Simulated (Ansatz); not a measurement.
This script makes cell relaxations under several functionals of TcN2, space group Fm-3m with the Ansatz DFT code, driven from Python.

`run_lattice.py`
```python
# -*- coding: utf-8 -*-
"""Relaxed cell of TcN2 under several functionals."""

from dataclasses import dataclass

import ansatz as az
import numpy as np


@dataclass
class RunConfig:
    kgrid: tuple[int, ...] = (10, 10, 10)
    smearing: str = "fermi_dirac"
    width_ev: float = 0.05
    fmax: float = 0.005


cfg = RunConfig()

def edges_and_angles(cell):
    cell = np.asarray(cell)
    a, b, c = np.linalg.norm(cell, axis=1)
    cosines = cell[1] @ cell[2] / (b * c), cell[0] @ cell[2] / (a * c), cell[0] @ cell[1] / (a * b)
    return (a, b, c, *np.degrees(np.arccos(cosines)))

vectors = np.array([
    [0.0, 2.44455, 2.44455],
    [2.44455, 0.0, 2.44455],
    [2.44455, 2.44455, 0.0],
])
system = (
    az.Lattice.of(vectors)
    .atom("Tc", [0.0, 0.0, 0.0])
    .atom("N", [0.75, 0.75, 0.75])
    .atom("N", [0.25, 0.25, 0.25])
)

model = (
    system.calculation()
    .kpoints(*cfg.kgrid, center="gamma")
    .occupations(cfg.smearing, width=cfg.width_ev)
    .relax(cell=True, force_tolerance=cfg.fmax)
)

levels = [("rpbe", "none"), ("pbe", "d3bj"), ("r2scan", "d4")]
print("level            a       b       c    alpha   beta  gamma  V/atom  steps")
for name, dispersion in levels:
    seen = []
    run = model.functional(name, dispersion=dispersion).session().plan()
    res = run.execute(on_event=lambda e: seen.append(e) if e["event"] == "relax_step" else None)
    cell = res.lattice.cell_ang
    label = name if dispersion == "none" else f"{name}+{dispersion}"
    print("{:13s} {:7.4f} {:7.4f} {:7.4f} {:6.2f} {:6.2f} {:6.2f}".format(label, *edges_and_angles(cell)), f"{abs(np.linalg.det(cell)) / len(res.lattice.sites):7.3f} {len(seen):5d}")
```

Rank the levels of theory by the volume of the relaxed cell.

From smallest to largest: r2SCAN+D4 (9.36 Å³ an atom, -3.9 % against the start), PBE+D3BJ (9.42 Å³ an atom, -3.3 % against the start) and RPBE (9.74 Å³ an atom, +0.0 % against the start). The spread is 4.0 % in volume.

What the script printed:

```console
$ python run_lattice.py
level            a       b       c    alpha   beta  gamma  V/atom  steps
DeckWarning: basis.ecutwfc = 500 eV, auto-derived from the records' recommended cutoffs: set by Tc (normal level)
rpbe           3.4571  3.4571  3.4571  60.00  60.00  60.00   9.739     2
pbe+d3bj       3.4187  3.4187  3.4187  60.00  60.00  60.00   9.418     4
r2scan+d4      3.4120  3.4120  3.4120  60.00  60.00  60.00   9.362     4
```
(Warnings from the package without file and line.)

Caveats:
- The run is spin-unpolarised.
- Forces vanish by symmetry, so the ions can't move, and the end may be a saddle.
- Dispersion corrections can be off by several per cent in the lattices of metals, and by several GPa in the pressure at a fixed cell.
- For a metal this k-point mesh is coarse: on a finer one energies can move by several to tens of meV an atom and pressures by half a GPa or more, differences at one mesh by less.
- Edges and angles are those of the cell as typed, here a primitive one, not of the conventional cell.
- The structure comes from a database of computed cells and needn't be a stable or known phase.
- Timing: 26 s on 1 thread of Arm Neoverse V1 (shared host), peak memory 0.47 GiB.
